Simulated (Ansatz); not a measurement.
# C2H7BS: the cost of one run

The runs use Ansatz 0.2.0, Gaussian basis; the settings change from run to run.

**1. The molecule**

The structure was relaxed beforehand with PBE0-D4 in a triple-zeta def2 set.

SMILES `CBCS`, 11 atoms, charge 0, spin multiplicity 1.

Atoms are counted from 1 here; the program's logs count them from 0.

Bond lengths: C1–B2 1.576 Å, C1–H5 1.095 Å, C1–H6 1.097 Å, C1–H7 1.093 Å, B2–C3 1.557 Å, B2–H8 1.201 Å, C3–S4 1.847 Å, C3–H9 1.087 Å, C3–H10 1.087 Å, S4–H11 1.342 Å. Angles: B2–C1–H5 114.1°, B2–C1–H6 107.9°, B2–C1–H7 113.2°, H5–C1–H6 106.7°, H5–C1–H7 108.4°, H6–C1–H7 106.2°, C1–B2–C3 122.0°, C1–B2–H8 120.6°, C3–B2–H8 116.6°, B2–C3–S4 78.0°, B2–C3–H9 121.9°, B2–C3–H10 120.3°, S4–C3–H9 110.2°, S4–C3–H10 107.0°, H9–C3–H10 111.9°, C3–S4–H11 96.8°.

**2. r2SCAN0/ANO-RCC-VTZP**

Options: finite nuclei, D4 dispersion.

in.yaml reads:

```yaml
crystal:
  periodic: [false, false, false]
  atoms:
    - {symbol: C, position_ang: [-1.198942, 0.715870, -0.257673]}
    - {symbol: B, position_ang: [-0.185756, -0.050317, 0.675179]}
    - {symbol: C, position_ang: [1.337163, -0.120529, 0.358550]}
    - {symbol: S, position_ang: [0.737802, -1.749484, -0.272158]}
    - {symbol: H, position_ang: [-0.817196, 0.912825, -1.265050]}
    - {symbol: H, position_ang: [-1.404359, 1.692976, 0.197873]}
    - {symbol: H, position_ang: [-2.164784, 0.212937, -0.347867]}
    - {symbol: H, position_ang: [-0.530432, -0.452871, 1.752382]}
    - {symbol: H, position_ang: [1.782311, 0.454235, -0.449633]}
    - {symbol: H, position_ang: [2.053327, -0.328961, 1.149013]}
    - {symbol: H, position_ang: [0.456467, -1.343681, -1.520116]}
basis:
  gaussian: {orbitals: ANO-RCC-VTZP, nuclear_model: gaussian}
hamiltonian: {xc: {name: r2SCAN0}, dispersion: d4}
```

On the command line:

```sh
ansatz run in.yaml --threads 2 --pin off --events-out ev --progress --plain --max-ram 4352MiB
```

Q: Estimate wall time and peak memory on 2 threads of Arm Neoverse V1, shared host.

About 13 s, with a peak of 0.5 GiB.
